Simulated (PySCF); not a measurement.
**BrH6OPSi2: electronic excitations at several levels of theory, part 1 of 2**

Aim: compute the electronic excitations of BrH6OPSi2 (`P[SiH2]O[SiH2]Br`) at several levels, and see how far they spread and what each costs.

The runs use PySCF 2.14.0, with density-fitted response routines of our own; the level of theory stands in each step. All values are computed, except where a source is named. Atoms are numbered from 0 throughout.

## 1. The starting structure

11 atoms, charge 0, multiplicity 1; geometry from: GFN2-xTB.

Bonds of the start (Å): P0–Si1 2.23, Si1–O2 1.63, O2–Si3 1.61, Si3–Br4 2.20, P0–H5 1.39, P0–H6 1.38, Si1–H7 1.46, Si1–H8 1.46, Si3–H9 1.45, Si3–H10 1.45.

## 2. Relaxing the molecule at PBE0-D3(BJ)/def2-SVP

The job: settings as JSON, then the geometry in Å.

```
{"job": {"xc": "PBE0", "basis": "def2-SVP", "d3": "d3bj", "grid": 1, "kind": "geom"}, "charge": 0, "multiplicity": 1}
P      2.429047    -0.585342     0.761101
Si     0.818755     0.485597    -0.345176
O     -0.545683    -0.114775     0.312261
Si    -2.146080    -0.139857     0.456295
Br    -2.987720     0.383994    -1.505664
H      2.500050    -1.668840    -0.098851
H      3.449548     0.081920     0.108360
H      0.840595     1.917514    -0.045646
H      0.717120     0.256938    -1.786502
H     -2.564093     0.898309     1.377000
H     -2.506115    -1.512787     0.740859
```

Log:

```text
step   0  E = -3572.03613294  max force = 0.021838
step   1  E = -3572.04428252  max force = 0.004054
step   2  E = -3572.04444805  max force = 0.001702
step   3  E = -3572.04451324  max force = 0.001198
step   4  E = -3572.04450987  max force = 0.002050
step   5  E = -3572.04452231  max force = 0.001827
step   6  E = -3572.04457139  max force = 0.000960
step   7  E = -3572.04459139  max force = 0.000559
step   8  E = -3572.04459740  max force = 0.000344
optimisation converged
```

Run time: 71 s. Hardware: 1 thread, shared host.

Relaxation path:

```csv
step,energy from step 0 (eV),largest force component (eV/Å)
0,0.0000,1.1230
1,-0.2218,0.2085
2,-0.2263,0.0875
3,-0.2280,0.0616
4,-0.2279,0.1054
5,-0.2283,0.0939
6,-0.2296,0.0494
7,-0.2302,0.0287
8,-0.2303,0.0177
```

Distances of close pairs at the start and the end, largest changes first:

```csv
bond,before (Å),after (Å),change (Å)
P0–H6,1.383,1.431,+0.048
P0–H5,1.385,1.429,+0.044
Si1–O2,1.629,1.670,+0.041
O2–Si3,1.607,1.644,+0.037
Si3–H9,1.449,1.486,+0.037
Si3–H10,1.448,1.483,+0.036
Si1–H7,1.463,1.494,+0.031
Si3–Br4,2.198,2.228,+0.030
```

The next job starts from the end point, and lists it.

```
                         at the end point                value
  point group (found at 0.08 Å tolerance)                   C1
rotational constants (GHz, main isotopes)  4.706, 0.507, 0.469
                        dipole moment (D)                 0.58
```

## 3. Ultraviolet spectrum: HF/def2-SVPD

The job: settings as JSON, then the geometry in Å.

```
{"job": {"kind": "uv", "xc": "HF", "basis": "def2-SVPD", "ip": true}, "charge": 0, "multiplicity": 1}
P      2.572644    -0.543840     0.760561
Si     0.819206     0.430611    -0.264960
O     -0.555546    -0.210934     0.434350
Si    -2.197104    -0.124434     0.427161
Br    -2.894961     0.528420    -1.585839
H      2.527559    -1.710570    -0.063392
H      3.501297     0.131318    -0.093827
H      0.887248     1.900268    -0.006118
H      0.773415     0.186664    -1.736154
H     -2.673486     0.885602     1.407428
H     -2.759219    -1.471008     0.694007
```

With the program's defaults for keys left out, this is: TDDFT HF/def2-SVPD, vertical, gas phase, core orbitals frozen in the response.

Log:

```text
final grid: 92296 points
cycle   1  E = -3568.7684263352  dE = -9.586e-01  |g| = 5.789e-01  |ddm| = 3.795e+00
cycle   2  E = -3568.8426895557  dE = -7.426e-02  |g| = 3.397e-01  |ddm| = 1.363e+00
cycle   3  E = -3568.8665717632  dE = -2.388e-02  |g| = 6.625e-02  |ddm| = 3.832e-01
cycle   4  E = -3568.8682408215  dE = -1.669e-03  |g| = 1.695e-02  |ddm| = 2.054e-01
cycle   5  E = -3568.8683886575  dE = -1.478e-04  |g| = 4.679e-03  |ddm| = 6.147e-02
cycle   6  E = -3568.8684028102  dE = -1.415e-05  |g| = 1.618e-03  |ddm| = 1.365e-02
cycle   7  E = -3568.8684049426  dE = -2.132e-06  |g| = 3.965e-04  |ddm| = 5.469e-03
cycle   8  E = -3568.8684050799  dE = -1.374e-07  |g| = 9.852e-05  |ddm| = 1.704e-03
cycle   9  E = -3568.8684050872  dE = -7.214e-09  |g| = 2.421e-05  |ddm| = 4.390e-04
cycle  10  E = -3568.8684050877  dE = -5.202e-10  |g| = 6.281e-06  |ddm| = 1.259e-04
converged SCF energy = -3568.8684050877

Static polarisability (au): isotropic 97.049, principal 83.987 90.838 116.321

Singlet excitations
state   eV       nm        f      main configurations
  1   6.9970    177.2   0.02851   H->L+7 0.45, H->L+9 0.11, H->L+6 0.09
  2   7.3442    168.8   0.07703   H->L 0.29, H->L+2 0.21, H->L+1 0.17
  3   7.9176    156.6   0.37715   H->L+8 0.20, H->L+5 0.19, H->L+3 0.18
  4   8.0373    154.3   0.08708   H->L+3 0.26, H->L+6 0.20
  5   8.1231    152.6   0.03186   H-1->L+1 0.40, H-1->L 0.17, H-1->L+15 0.09
  6   8.3920    147.7   0.04018   H-2->L+1 0.41, H-2->L 0.19, H-2->L+15 0.10
  7   8.6896    142.7   0.00706   H-1->L+3 0.30, H-1->L 0.11, H-1->L+1 0.10
  8   8.9354    138.8   0.00395   H-1->L+3 0.14, H-1->L+2 0.12, H-1->L+5 0.10
  9   8.9638    138.3   0.01874   H-1->L 0.20, H-1->L+2 0.12, H-3->L 0.10
 10   9.0105    137.6   0.04150   H->L+10 0.28, H->L+12 0.18, H-3->L+3 0.08

Triplet excitations (Tamm-Dancoff, eV): 5.6331 5.6969 7.0449 7.3062
Vertical ionisation energy (delta-SCF) = 8.9243 eV
```

Run time: 24 s. Hardware: 1 thread, shared host.

The orbitals next to the gap, with their largest atomic shares:

```
orbital      eV                         atoms
 HOMO−3  -12.11    P0 34 %, Si1 20 %, H7 12 %
 HOMO−2  -11.68     Br4 83 %, Si3 6 %, O2 4 %
 HOMO−1  -11.43    Br4 75 %, Si3 12 %, H9 5 %
   HOMO  -10.23     P0 66 %, Si1 15 %, H5 6 %
   LUMO    2.07  Br4 37 %, Si3 24 %, Si1 20 %
 LUMO+1    2.40   Br4 46 %, Si3 16 %, O2 10 %
 LUMO+2    2.61  Br4 26 %, Si3 21 %, Si1 13 %
```

With each of the 10 states as a Gaussian band of 0.4 eV half-width at 1/e, the curve within the window shown has maxima at 156 nm (ε 20,000) L/(mol cm). Beyond the last state computed it falls off for lack of states. The curve at chosen wavelengths:

```csv
nm,ε (L/mol/cm)
133,1416
135,2221
138,2995
140,3139
143,3640
145,4901
147,7323
150,12862
152,16765
155,20251
157,20016
159,17927
162,13177
164,10180
167,6966
169,5627
171,4689
174,3626
176,3007
179,2158
181,1660
183,1232
186,735
188,497
191,256
193,157
```

Ground-state properties from the same run:

```
           property  computed
  dipole moment (D)      0.60
polarisability (Å³)     14.38
 HOMO–LUMO gap (eV)     12.30
      −ε(HOMO) (eV)     10.23
```

## 4. Excited states and response: LDA/def2-SVPD

Same as in step 3 but for these lines:

```diff
@@ -1,2 +1,2 @@
-{"job": {"kind": "uv", "xc": "HF", "basis": "def2-SVPD", "ip": true}, "charge": 0, "multiplicity": 1}
+{"job": {"kind": "uv", "xc": "LDA", "basis": "def2-SVPD", "ip": true}, "charge": 0, "multiplicity": 1}
 P      2.572644    -0.543840     0.760561
```

Method: TDDFT LDA/def2-SVPD, vertical, gas phase, core orbitals frozen in the response.

Log:

```text
coarse grid: 46584 points
cycle   1  E = -3564.9829491801  dE = -7.671e-01  |g| = 8.189e-01  |ddm| = 4.285e+00
cycle   2  E = -3564.1459736356  dE =  8.370e-01  |g| = 2.137e+00  |ddm| = 2.890e+00
cycle   3  E = -3565.0975628629  dE = -9.516e-01  |g| = 1.909e-01  |ddm| = 2.346e+00
cycle   4  E = -3565.1045420427  dE = -6.979e-03  |g| = 1.143e-01  |ddm| = 5.214e-01
cycle   5  E = -3565.1089303796  dE = -4.388e-03  |g| = 3.080e-02  |ddm| = 2.185e-01
cycle   6  E = -3565.1091304818  dE = -2.001e-04  |g| = 3.952e-03  |ddm| = 4.523e-02
cycle   7  E = -3565.1091343601  dE = -3.878e-06  |g| = 1.563e-03  |ddm| = 8.153e-03
final grid: 92296 points
cycle   8  E = -3565.1091177946  dE =  1.636e-06  |g| = 2.929e-03  |ddm| = 8.434e-03
cycle   9  E = -3565.1091108614  dE =  6.933e-06  |g| = 6.149e-03  |ddm| = 1.225e-02
cycle  10  E = -3565.1091201476  dE = -9.286e-06  |g| = 8.983e-04  |ddm| = 7.659e-03
cycle  11  E = -3565.1091203652  dE = -2.176e-07  |g| = 9.271e-05  |ddm| = 1.321e-03
cycle  12  E = -3565.1091203672  dE = -2.001e-09  |g| = 9.920e-06  |ddm| = 1.390e-04
cycle  13  E = -3565.1091203672  dE = -4.275e-11  |g| = 2.356e-06  |ddm| = 2.144e-05
converged SCF energy = -3565.1091203672

Static polarisability (au): isotropic 111.559, principal 92.660 102.941 139.077

Singlet excitations
state   eV       nm        f      main configurations
  1   5.3867    230.2   0.00583   H->L 0.96
  2   5.5528    223.3   0.00077   H->L+1 0.98
  3   5.8997    210.2   0.00012   H-1->L 0.99
  4   6.1271    202.4   0.01737   H->L+3 0.65, H->L+2 0.25
  5   6.2157    199.5   0.01112   H-1->L+1 0.93
  6   6.2380    198.8   0.05851   H->L+2 0.48, H->L+3 0.25, H->L+5 0.10
  7   6.3262    196.0   0.05911   H-2->L 0.86
  8   6.4236    193.0   0.00293   H-3->L 0.86
  9   6.4637    191.8   0.00245   H-1->L+2 0.85
 10   6.4926    191.0   0.01735   H->L+4 0.53, H-1->L+3 0.33

Triplet excitations (Tamm-Dancoff, eV): 5.2060 5.5043 5.6076 5.7140
Vertical ionisation energy (delta-SCF) = 10.3460 eV
```

Wall time 2.8 min (1 thread, shared host).

In short: HOMO -6.69 eV, LUMO -1.38 eV; lowest singlet 5.39 eV.

## 5. Ultraviolet spectrum: PBE/def2-SVPD

Same as in step 4 but for these lines:

```diff
@@ -1,2 +1,2 @@
-{"job": {"kind": "uv", "xc": "LDA", "basis": "def2-SVPD", "ip": true}, "charge": 0, "multiplicity": 1}
+{"job": {"kind": "uv", "xc": "PBE", "basis": "def2-SVPD", "ip": true}, "charge": 0, "multiplicity": 1}
 P      2.572644    -0.543840     0.760561
```

Level: TDDFT PBE/def2-SVPD, vertical, gas phase, core orbitals frozen in the response.

Log:

```text
coarse grid: 46584 points
cycle   1  E = -3571.7377408824  dE = -7.737e-01  |g| = 8.239e-01  |ddm| = 4.402e+00
cycle   2  E = -3570.9289904991  dE =  8.088e-01  |g| = 2.100e+00  |ddm| = 2.760e+00
cycle   3  E = -3571.8555921542  dE = -9.266e-01  |g| = 1.834e-01  |ddm| = 2.237e+00
cycle   4  E = -3571.8624019927  dE = -6.810e-03  |g| = 1.109e-01  |ddm| = 5.208e-01
cycle   5  E = -3571.8666270811  dE = -4.225e-03  |g| = 2.740e-02  |ddm| = 2.111e-01
cycle   6  E = -3571.8667953995  dE = -1.683e-04  |g| = 3.597e-03  |ddm| = 4.274e-02
cycle   7  E = -3571.8667986323  dE = -3.233e-06  |g| = 1.480e-03  |ddm| = 7.817e-03
final grid: 92296 points
cycle   8  E = -3571.8667708164  dE =  1.315e-06  |g| = 2.593e-03  |ddm| = 8.664e-03
cycle   9  E = -3571.8667659666  dE =  4.850e-06  |g| = 5.026e-03  |ddm| = 1.106e-02
cycle  10  E = -3571.8667728733  dE = -6.907e-06  |g| = 8.125e-04  |ddm| = 6.769e-03
cycle  11  E = -3571.8667730365  dE = -1.632e-07  |g| = 6.717e-05  |ddm| = 1.077e-03
cycle  12  E = -3571.8667730377  dE = -1.153e-09  |g| = 9.311e-06  |ddm| = 1.067e-04
cycle  13  E = -3571.8667730377  dE = -4.184e-11  |g| = 1.830e-06  |ddm| = 2.036e-05
converged SCF energy = -3571.8667730377

Static polarisability (au): isotropic 109.713, principal 91.130 101.319 136.691

Singlet excitations
state   eV       nm        f      main configurations
  1   5.5285    224.3   0.00501   H->L 0.96
  2   5.6865    218.0   0.00092   H->L+1 0.98
  3   6.0361    205.4   0.00025   H-1->L 0.99
  4   6.1947    200.1   0.01079   H->L+2 0.62, H->L+3 0.26
  5   6.3177    196.2   0.04656   H->L+3 0.57, H->L+2 0.17, H->L+5 0.09
  6   6.3387    195.6   0.01478   H-1->L+1 0.91
  7   6.4062    193.5   0.06818   H-2->L 0.86
  8   6.5186    190.2   0.00296   H-1->L+2 0.88
  9   6.5525    189.2   0.01313   H-3->L 0.58, H->L+4 0.31
 10   6.5819    188.4   0.02787   H->L+4 0.38, H-3->L 0.30, H-1->L+3 0.13

Triplet excitations (Tamm-Dancoff, eV): 5.2512 5.4917 5.6327 5.6989
Vertical ionisation energy (delta-SCF) = 9.6754 eV
```

Wall time 2.7 min (1 thread, shared host).

Key values: HOMO -6.61 eV, LUMO -1.15 eV; lowest singlet 5.53 eV.

## 6. Excited states and response: B3LYP/def2-SVPD

Same as in step 5 but for these lines:

```diff
@@ -1,2 +1,2 @@
-{"job": {"kind": "uv", "xc": "PBE", "basis": "def2-SVPD", "ip": true}, "charge": 0, "multiplicity": 1}
+{"job": {"kind": "uv", "xc": "B3LYP", "basis": "def2-SVPD", "ip": true}, "charge": 0, "multiplicity": 1}
 P      2.572644    -0.543840     0.760561
```

Method: TDDFT B3LYP/def2-SVPD, vertical, gas phase, core orbitals frozen in the response.

Log:

```text
coarse grid: 46584 points
cycle   1  E = -3572.7808200113  dE = -8.157e-01  |g| = 7.733e-01  |ddm| = 4.166e+00
cycle   2  E = -3572.4537804802  dE =  3.270e-01  |g| = 1.487e+00  |ddm| = 2.240e+00
cycle   3  E = -3572.8904687169  dE = -4.367e-01  |g| = 1.153e-01  |ddm| = 1.545e+00
cycle   4  E = -3572.8934897107  dE = -3.021e-03  |g| = 5.646e-02  |ddm| = 2.938e-01
cycle   5  E = -3572.8945391955  dE = -1.049e-03  |g| = 1.075e-02  |ddm| = 1.006e-01
cycle   6  E = -3572.8945545712  dE = -1.538e-05  |g| = 1.256e-03  |ddm| = 1.358e-02
cycle   7  E = -3572.8945549496  dE = -3.784e-07  |g| = 5.432e-04  |ddm| = 3.161e-03
final grid: 92296 points
cycle   8  E = -3572.8945460454  dE =  6.858e-10  |g| = 6.658e-04  |ddm| = 5.289e-03
cycle   9  E = -3572.8945459855  dE =  5.997e-08  |g| = 8.057e-04  |ddm| = 2.575e-03
cycle  10  E = -3572.8945461995  dE = -2.140e-07  |g| = 6.500e-05  |ddm| = 1.375e-03
cycle  11  E = -3572.8945462004  dE = -8.486e-10  |g| = 1.234e-05  |ddm| = 7.601e-05
converged SCF energy = -3572.8945462004

Static polarisability (au): isotropic 105.922, principal 89.161 98.238 130.368

Singlet excitations
state   eV       nm        f      main configurations
  1   6.1152    202.7   0.01158   H->L 0.88
  2   6.4596    191.9   0.01466   H->L+2 0.52, H->L+3 0.27, H->L+1 0.14
  3   6.5818    188.4   0.00360   H->L+1 0.77, H->L+3 0.12
  4   6.7321    184.2   0.03835   H->L+3 0.33, H->L+4 0.29, H->L+2 0.25
  5   6.7707    183.1   0.02034   H-1->L+1 0.91
  6   6.7909    182.6   0.00301   H-1->L 0.89
  7   6.9474    178.5   0.22511   H->L+4 0.55, H->L+3 0.21, H->L+2 0.09
  8   7.0376    176.2   0.03199   H-2->L+1 0.90
  9   7.1503    173.4   0.04435   H-2->L 0.85
 10   7.2766    170.4   0.01443   H-3->L 0.83

Triplet excitations (Tamm-Dancoff, eV): 5.5556 5.6801 6.1070 6.3716
Vertical ionisation energy (delta-SCF) = 9.7588 eV
```

Run time: 2.4 min. Hardware: 1 thread, shared host.

This run: HOMO -7.49 eV, LUMO -0.48 eV; lowest singlet 6.12 eV.

## 7. Ultraviolet spectrum: PBE0/def2-SVPD

Same as in step 6 but for these lines:

```diff
@@ -1,2 +1,2 @@
-{"job": {"kind": "uv", "xc": "B3LYP", "basis": "def2-SVPD", "ip": true}, "charge": 0, "multiplicity": 1}
+{"job": {"kind": "uv", "xc": "PBE0", "basis": "def2-SVPD", "ip": true}, "charge": 0, "multiplicity": 1}
 P      2.572644    -0.543840     0.760561
```

Method: TDDFT PBE0/def2-SVPD, vertical, gas phase, core orbitals frozen in the response.

Log:

```text
coarse grid: 46584 points
cycle   1  E = -3571.9566969313  dE = -8.364e-01  |g| = 6.995e-01  |ddm| = 4.189e+00
cycle   2  E = -3571.7473568797  dE =  2.093e-01  |g| = 1.235e+00  |ddm| = 1.998e+00
cycle   3  E = -3572.0491116950  dE = -3.018e-01  |g| = 9.077e-02  |ddm| = 1.322e+00
cycle   4  E = -3572.0510123724  dE = -1.901e-03  |g| = 4.260e-02  |ddm| = 2.321e-01
cycle   5  E = -3572.0515999723  dE = -5.876e-04  |g| = 7.583e-03  |ddm| = 7.753e-02
cycle   6  E = -3572.0516070546  dE = -7.082e-06  |g| = 8.321e-04  |ddm| = 1.076e-02
final grid: 92296 points
cycle   7  E = -3572.0515861419  dE = -3.421e-08  |g| = 8.355e-04  |ddm| = 5.111e-03
cycle   8  E = -3572.0515861014  dE =  4.050e-08  |g| = 9.262e-04  |ddm| = 2.992e-03
cycle   9  E = -3572.0515863494  dE = -2.479e-07  |g| = 8.786e-05  |ddm| = 1.546e-03
cycle  10  E = -3572.0515863511  dE = -1.727e-09  |g| = 1.388e-05  |ddm| = 1.039e-04
cycle  11  E = -3572.0515863511  dE = -2.910e-11  |g| = 3.335e-06  |ddm| = 2.403e-05
converged SCF energy = -3572.0515863511

Static polarisability (au): isotropic 105.148, principal 88.407 97.578 129.459

Singlet excitations
state   eV       nm        f      main configurations
  1   6.2272    199.1   0.01381   H->L 0.84
  2   6.6322    186.9   0.01495   H->L+2 0.47, H->L+3 0.37
  3   6.8072    182.1   0.01478   H->L+1 0.42, H->L+4 0.26, H->L+3 0.22
  4   6.9125    179.4   0.01392   H-1->L+1 0.47, H-1->L 0.39
  5   6.9397    178.7   0.01159   H-1->L 0.51, H-1->L+1 0.33
  6   6.9667    178.0   0.02321   H->L+1 0.44, H->L+2 0.22, H-1->L+1 0.12
  7   7.1136    174.3   0.25086   H->L+4 0.53, H->L+3 0.20, H->L+2 0.09
  8   7.2306    171.5   0.03106   H-2->L+1 0.85
  9   7.3180    169.4   0.02310   H-2->L 0.57, H-3->L 0.30
 10   7.4180    167.1   0.04188   H-3->L 0.56, H-2->L 0.28

Triplet excitations (Tamm-Dancoff, eV): 5.5568 5.6784 6.1662 6.4943
Vertical ionisation energy (delta-SCF) = 10.2627 eV
```

Wall time 2.9 min (1 thread, shared host).

Key values: HOMO -7.72 eV, LUMO -0.32 eV; lowest singlet 6.23 eV.

## 8. Ultraviolet spectrum: BHandHLYP/def2-SVPD

Same as in step 7 but for these lines:

```diff
@@ -1,2 +1,2 @@
-{"job": {"kind": "uv", "xc": "PBE0", "basis": "def2-SVPD", "ip": true}, "charge": 0, "multiplicity": 1}
+{"job": {"kind": "uv", "xc": "BHandHLYP", "basis": "def2-SVPD", "ip": true}, "charge": 0, "multiplicity": 1}
 P      2.572644    -0.543840     0.760561
```

With the program's defaults for keys left out, this is: TDDFT BHandHLYP/def2-SVPD, vertical, gas phase, core orbitals frozen in the response.

Log:

```text
coarse grid: 46584 points
cycle   1  E = -3572.6669219764  dE = -8.764e-01  |g| = 6.621e-01  |ddm| = 3.964e+00
cycle   2  E = -3572.6233195004  dE =  4.360e-02  |g| = 8.371e-01  |ddm| = 1.671e+00
cycle   3  E = -3572.7581809814  dE = -1.349e-01  |g| = 6.567e-02  |ddm| = 8.464e-01
cycle   4  E = -3572.7591961721  dE = -1.015e-03  |g| = 2.706e-02  |ddm| = 1.539e-01
cycle   5  E = -3572.7594309170  dE = -2.347e-04  |g| = 5.345e-03  |ddm| = 5.585e-02
cycle   6  E = -3572.7594352001  dE = -4.283e-06  |g| = 7.229e-04  |ddm| = 8.837e-03
final grid: 92296 points
cycle   7  E = -3572.7594307073  dE = -2.074e-07  |g| = 4.338e-04  |ddm| = 2.872e-03
cycle   8  E = -3572.7594307337  dE = -2.640e-08  |g| = 3.376e-04  |ddm| = 1.099e-03
cycle   9  E = -3572.7594307559  dE = -2.216e-08  |g| = 4.704e-05  |ddm| = 4.707e-04
cycle  10  E = -3572.7594307564  dE = -5.648e-10  |g| = 2.691e-05  |ddm| = 7.761e-05
converged SCF energy = -3572.7594307564

Static polarisability (au): isotropic 101.557, principal 86.492 94.574 123.605

Singlet excitations
state   eV       nm        f      main configurations
  1   6.6178    187.3   0.02414   H->L 0.28, H->L+2 0.25, H->L+4 0.24
  2   6.8701    180.5   0.03053   H->L 0.46, H->L+2 0.32, H->L+3 0.10
  3   7.1840    172.6   0.00930   H->L+4 0.51, H->L+2 0.17, H->L+1 0.09
  4   7.3278    169.2   0.02431   H-1->L+1 0.77, H-1->L+2 0.10
  5   7.4141    167.2   0.36137   H->L+3 0.43, H->L+5 0.32
  6   7.6006    163.1   0.02738   H-2->L+1 0.70, H-2->L+2 0.09
  7   7.6309    162.5   0.00373   H-1->L 0.60, H-1->L+2 0.09
  8   7.9713    155.5   0.00945   H->L+1 0.75, H->L+2 0.11
  9   7.9915    155.1   0.00837   H-3->L 0.40, H-2->L 0.29
 10   8.1360    152.4   0.04210   H-2->L 0.37, H-3->L 0.20

Triplet excitations (Tamm-Dancoff, eV): 5.7369 5.7868 6.6474 6.7850
Vertical ionisation energy (delta-SCF) = 9.7577 eV
```

Wall time 3.1 min (1 thread, shared host).

This run: HOMO -8.68 eV, LUMO 0.51 eV; lowest singlet 6.62 eV.

## 9. TDDFT and polarisability: CAM-B3LYP/def2-SVPD

Same as in step 8 but for these lines:

```diff
@@ -1,2 +1,2 @@
-{"job": {"kind": "uv", "xc": "BHandHLYP", "basis": "def2-SVPD", "ip": true}, "charge": 0, "multiplicity": 1}
+{"job": {"kind": "uv", "xc": "CAM-B3LYP", "basis": "def2-SVPD", "ip": true}, "charge": 0, "multiplicity": 1}
 P      2.572644    -0.543840     0.760561
```

Level: TDDFT CAM-B3LYP/def2-SVPD, vertical, gas phase, core orbitals frozen in the response.

Log:

```text
coarse grid: 46584 points
cycle   1  E = -3572.8106057554  dE = -8.588e-01  |g| = 7.335e-01  |ddm| = 3.961e+00
cycle   2  E = -3572.7172447821  dE =  9.336e-02  |g| = 1.037e+00  |ddm| = 1.806e+00
cycle   3  E = -3572.9189075081  dE = -2.017e-01  |g| = 7.971e-02  |ddm| = 9.683e-01
cycle   4  E = -3572.9204893190  dE = -1.582e-03  |g| = 2.779e-02  |ddm| = 1.779e-01
cycle   5  E = -3572.9207374745  dE = -2.482e-04  |g| = 7.591e-03  |ddm| = 5.904e-02
cycle   6  E = -3572.9207457568  dE = -8.282e-06  |g| = 1.057e-03  |ddm| = 1.124e-02
final grid: 92296 points
cycle   7  E = -3572.9207258341  dE = -4.147e-07  |g| = 7.405e-04  |ddm| = 3.330e-03
cycle   8  E = -3572.9207258827  dE = -4.856e-08  |g| = 6.378e-04  |ddm| = 1.609e-03
cycle   9  E = -3572.9207259325  dE = -4.983e-08  |g| = 7.718e-05  |ddm| = 6.996e-04
cycle  10  E = -3572.9207259341  dE = -1.611e-09  |g| = 4.681e-05  |ddm| = 1.389e-04
cycle  11  E = -3572.9207259348  dE = -6.939e-10  |g| = 7.350e-06  |ddm| = 9.590e-05
converged SCF energy = -3572.9207259348

Static polarisability (au): isotropic 104.027, principal 88.198 96.789 127.094

Singlet excitations
state   eV       nm        f      main configurations
  1   6.4803    191.3   0.02199   H->L 0.32, H->L+2 0.22, H->L+4 0.21
  2   6.7294    184.2   0.02382   H->L 0.42, H->L+2 0.30, H->L+3 0.18
  3   7.0207    176.6   0.00872   H->L+4 0.53, H->L+2 0.19, H->L+1 0.08
  4   7.0635    175.5   0.02303   H-1->L+1 0.77, H-1->L+2 0.09
  5   7.2588    170.8   0.32323   H->L+3 0.39, H->L+5 0.29
  6   7.3146    169.5   0.00593   H-1->L 0.57, H-1->L+2 0.09
  7   7.3548    168.6   0.03216   H-2->L+1 0.69, H-2->L+2 0.09
  8   7.6846    161.3   0.00458   H-3->L 0.44, H-2->L 0.22
  9   7.8173    158.6   0.02146   H-2->L 0.37, H-3->L 0.14, H->L+1 0.09
 10   7.8882    157.2   0.00175   H-1->L+3 0.32, H-1->L+2 0.15, H-1->L 0.14

Triplet excitations (Tamm-Dancoff, eV): 5.6917 5.7546 6.4986 6.6321
Vertical ionisation energy (delta-SCF) = 9.8515 eV
```

Wall time 4.1 min (1 thread, shared host).

Key values: HOMO -8.97 eV, LUMO 0.64 eV; lowest singlet 6.48 eV.

(Continued in part 2 of 2.)
